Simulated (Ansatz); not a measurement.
**CH6OSSi2: up Jacob's ladder to CCSD(T)**

Aim: compute CH6OSSi2 with functionals from several rungs and with coupled cluster, and see how far each lands from CCSD(T) at the basis-set limit for the atomisation energy.

Method: functionals in def2-TZVPP, the program's frozen cores in correlated methods; program: Ansatz 0.2.0, Gaussian basis.

Levels to be run: PBE-D4, r2SCAN-D4, PBE0-D4, B3LYP-D4, ωB97X-V, ωB97M-V, B2PLYP; CCSD(T)/def2-TZVPP; MP2/def2-QZVPP; extrapolation to the limit.

## 1. Structure used throughout

The geometry comes from an earlier relaxation with PBE0-D4 in a triple-zeta def2 set; it is a stationary point, not always the lowest conformer.

SMILES `[SiH3]S[SiH]1CO1`, 11 atoms, charge 0, spin multiplicity 1.

Atoms are counted from 1 here; the program's logs count them from 0.

Bond lengths: Si1–S2 2.147 Å, Si1–H6 1.482 Å, Si1–H7 1.483 Å, Si1–H8 1.483 Å, S2–Si3 2.108 Å, Si3–C4 1.799 Å, Si3–O5 1.652 Å, Si3–H9 1.479 Å, C4–O5 1.486 Å, C4–H10 1.088 Å, C4–H11 1.088 Å. Angles: S2–Si1–H6 105.2°, S2–Si1–H7 110.8°, S2–Si1–H8 110.8°, H6–Si1–H7 110.4°, H6–Si1–H8 110.2°, H7–Si1–H8 109.3°, Si1–S2–Si3 97.8°, S2–Si3–C4 122.0°, S2–Si3–O5 119.1°, S2–Si3–H9 111.3°, C4–Si3–O5 50.8°, C4–Si3–H9 123.6°, O5–Si3–H9 116.5°, Si3–C4–O5 59.5°, Si3–C4–H10 121.3°, Si3–C4–H11 122.9°, O5–C4–H10 112.5°, O5–C4–H11 112.8° and more.

## 2. PBE-D4 (GGA)

The input, in.yaml:

```yaml
crystal:
  periodic: [false, false, false]
  atoms:
    - {symbol: Si, position_ang: [-1.832814, 1.015999, 1.203981]}
    - {symbol: S, position_ang: [-0.034977, 1.504244, 0.137283]}
    - {symbol: Si, position_ang: [0.558375, -0.461245, -0.339952]}
    - {symbol: C, position_ang: [2.102577, -0.809560, -1.194055]}
    - {symbol: O, position_ang: [0.807876, -0.863198, -1.922335]}
    - {symbol: H, position_ang: [-2.438826, 2.320028, 1.561289]}
    - {symbol: H, position_ang: [-2.757846, 0.232671, 0.348843]}
    - {symbol: H, position_ang: [-1.524700, 0.241413, 2.431047]}
    - {symbol: H, position_ang: [-0.160676, -1.454118, 0.487439]}
    - {symbol: H, position_ang: [2.747006, -0.007087, -1.547345]}
    - {symbol: H, position_ang: [2.599303, -1.776248, -1.145596]}
basis:
  gaussian: {orbitals: def2-TZVPP}
hamiltonian: {xc: pbe, dispersion: d4}
output: {forces: true, orbitals: {seedname: orbitals}}
```

Run with:

```console
$ ansatz run in.yaml --threads 4 --pin off --events-out ev --progress --plain --max-ram 10444MiB
```

After this run come: r2SCAN-D4 (meta-GGA); PBE0-D4 (hybrid); B3LYP-D4 (hybrid); ωB97X-V (range-separated); ωB97M-V (range-separated); B2PLYP (double hybrid); CCSD(T) in def2-TZVPP; MP2 in def2-QZVPP.

Q: Predict the results of all the runs planned. Wanted: atomisation energy, CCSD(T)/CBS; farthest; mean size of error, hybrid; mean size of error, range-separated; gap, smallest and largest; T1 diagnostic; triples share of the correlation energy.

As calculated:

```
                               quantity                                 value
        atomisation energy, CCSD(T)/CBS                             38.943 eV
    functionals within 0.195 eV (0.5 %)                    r2SCAN-D4, ωB97M-V
                               farthest                    B2PLYP (-0.690 eV)
             mean size of error, hybrid                              0.248 eV
    mean size of error, range-separated                              0.182 eV
              gap, smallest and largest  4.93 eV (PBE-D4), 11.32 eV (ωB97X-V)
                          T1 diagnostic                                0.0134
triples share of the correlation energy                                 4.2 %
```

PBE-D4 misses by +0.375 eV. Double hybrids carry the basis error of their MP2 part in triple zeta, and no dispersion term here, so their miss is partly the set-up's. Misses under about 0.195 eV are within the doubt on the reference itself, which lacks core-valence correlation, relativity and higher excitations. Hartree-Fock recovers 71 % of the binding; the rest is correlation. Orbital gaps span 4.9 to 11.3 eV; exact exchange widens them.
